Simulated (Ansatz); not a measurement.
# MgMoH4: the cost of one run

Program: Ansatz 0.2.0. Level of theory: DFT PBE, scalar-relativistic, plane waves, PAW. These are calculated values, not measurements.

## 1. The system as given

The structure is tetragonal, space group P4/mmm (No. 123). The conventional cell has a = 3.180 Å, b = 3.180 Å, c = 4.544 Å, α = 90.00°, β = 90.00°, γ = 90.00°. Mg (site symmetry 4/mmm) has 8 H at 2.02 Å as nearest neighbours. Around H (site symmetry 2mm) lie 2 Mo at 1.89 Å and 2 Mg at 2.02 Å. Mo (site symmetry 4/mmm) is surrounded by 8 H at 1.89 Å.

Coordinates:

```cif
data_structure
_symmetry_space_group_name_H-M 'P4/mmm'
_symmetry_Int_Tables_number 123
_cell_length_a 3.1795
_cell_length_b 3.1795
_cell_length_c 4.5444
_cell_angle_alpha 90.000
_cell_angle_beta 90.000
_cell_angle_gamma 90.000
_cell_volume 45.94
loop_
_atom_site_label
_atom_site_type_symbol
_atom_site_symmetry_multiplicity
_atom_site_Wyckoff_symbol
_atom_site_fract_x
_atom_site_fract_y
_atom_site_fract_z
_atom_site_occupancy
Mg1 Mg 1 d 0.50000 0.50000 0.50000 1
H1 H 4 i 0.50000 0.00000 0.22504 1
Mo1 Mo 1 a 0.00000 0.00000 0.00000 1
```

It is the end of an earlier relaxation with the same method, from a generated guess; it is a trial structure. At a tolerance of 0.05 Å it has space group P4/mmm (No. 123); it has 7.66 Å³/atom, an uncorrected energy of -0.03 eV/atom over the elements and, on its mesh, gap none (metal).

## 2. Point at V/V0 = 0.97

Contents of input.yaml:

```yaml
crystal:
  lattice:
    - [3.1474105522, 0.0, 0.0]
    - [0.0, 3.1474105522, 0.0]
    - [0.0, 0.0, 4.4985047801]
  atoms:
    - { symbol: Mg, position: [0.5, 0.5, 0.5] }
    - { symbol: H, position: [0.5, 0.0, 0.2250372449] }
    - { symbol: H, position: [0.0, 0.5, 0.7749627551] }
    - { symbol: H, position: [0.5, 0.0, 0.7749627551] }
    - { symbol: H, position: [0.0, 0.5, 0.2250372449] }
    - { symbol: Mo, position: [0.0, 0.0, 0.0] }
basis:
  ecutwfc: 420
kpoints:
  mp_grid: { grid: [12, 12, 8] }
hamiltonian:
  xc: pbe
scf:
  occupations: { method: gaussian, width: 0.1 }
output:
  forces: true
  stress: true
  eigenvalues: true
relax:
  adjacent_minimum: "off"
  f_tol: 0.01
  max_steps: 30
  cell: { stress_tol: 0.1, fix: [volume] }
```

Launch:

```console
$ ansatz run input.yaml --threads 1 --pin off --max-ram 2048MiB --backend cpu --events-out ev --progress --plain --runs-dir out
```

**Question.** How long does this run take on 1 thread of Arm Neoverse V2, shared host, and how much memory does it need?

About 23 s, with a peak of 0.4 GiB.
